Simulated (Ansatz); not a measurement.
**InSb(111): a dynamics run in two tries**

The task is a short trajectory. The slab cell is 1×1.

All numbers below are computed with Ansatz 0.2.0 (DFT PBE, plane waves, PAW, scalar-relativistic, no spin polarisation).

## (1) The starting structure

The cell holds 16 atoms (In8Sb8): a = 9.162 Å, b = 9.162 Å, c = 15.675 Å, α = 90.00°, β = 90.00°, γ = 60.00°.

Coordinates:

```xyz
16
Lattice="9.1616 0.0000 0.0000 4.5808 7.9341 0.0000 0.0000 0.0000 15.6752" Properties=species:S:1:pos:R:3 pbc="T T T"
In    0.0000    0.0000    1.0000
Sb    2.1622    1.4613    2.8071
In   11.4519    3.9671    1.0000
Sb    4.8027    5.0958    3.0502
In    4.5808    0.0000    1.0000
Sb    6.6600    1.4181    2.2819
In    6.8712    3.9671    1.0000
Sb    9.2009    5.5785    3.1074
In    7.3781    6.7103    5.5592
Sb   10.1764    6.7490    6.3777
In    5.2212    1.1812    5.2217
Sb    6.7144    3.8436    4.2005
In    3.4849    5.0659    5.6665
Sb    5.1000    7.4692    7.0630
In   -0.1981    0.8410    4.3139
Sb    2.4681    2.2770    5.8987
```

## (2) First attempt

input.yaml

```yaml
accuracy: low
crystal:
  lattice:
    - [9.161558, 0.0, 0.0]
    - [4.580779, 7.934142, 0.0]
    - [0.0, 0.0, 15.675238]
  atoms:
    - { symbol: In, position: [0.0, 0.0, 0.0637949] }
    - { symbol: Sb, position: [0.14392266, 0.18417761, 0.17907732] }
    - { symbol: In, position: [1.0, 0.5, 0.0637949] }
    - { symbol: Sb, position: [0.2030964, 0.64226408, 0.19458453] }
    - { symbol: In, position: [0.5, 0.0, 0.0637949] }
    - { symbol: Sb, position: [0.63758702, 0.17873687, 0.14557254] }
    - { symbol: In, position: [0.5, 0.5, 0.0637949] }
    - { symbol: Sb, position: [0.65274177, 0.70310427, 0.1982386] }
    - { symbol: In, position: [0.38246247, 0.8457443, 0.3546479] }
    - { symbol: Sb, position: [0.68545911, 0.850622, 0.40686555] }
    - { symbol: In, position: [0.49545754, 0.14888179, 0.33311806] }
    - { symbol: Sb, position: [0.49067141, 0.48444043, 0.26796809] }
    - { symbol: In, position: [0.0611298, 0.63849558, 0.36149611] }
    - { symbol: Sb, position: [0.08597397, 0.94139458, 0.4505849] }
    - { symbol: In, position: [-0.07461579, 0.10599207, 0.27520648] }
    - { symbol: Sb, position: [0.12590968, 0.286983, 0.37630703] }
basis:
  ecutwfc: 420.0
kpoints:
  mp_grid: { grid: [2, 2, 1] }
hamiltonian:
  xc: pbe
  pseudopotentials: { kind: paw, azcp: { folder: soft_1 } }
scf:
  occupations: { method: fermi_dirac, width: 0.15 }
  lower_state_search: "off"
  max_iter: 79
md:
  timestep: 3
  n_steps: 25
  ensemble: nve
  temperature: 1800.0
  initial_velocities: maxwell_boltzmann
  seed: 906573
  constraints: [{ sites: [0, 2, 4, 6] }]
  friction: 0.01
```

The run is started by

```console
$ ansatz run input.yaml --threads 4 --pin off --max-ram 10240MiB --backend cpu --events-out ev --progress --plain --runs-dir out
```

Before running it: what results should come out? Wanted: first try.

As calculated:

| quantity | value |
| --- | --- |
| first try | refused |
| cause | friction belongs to the Langevin ensembles, and this run is at constant energy |

**Reading.** The fault in the first input was caught at the input check and cost nothing.
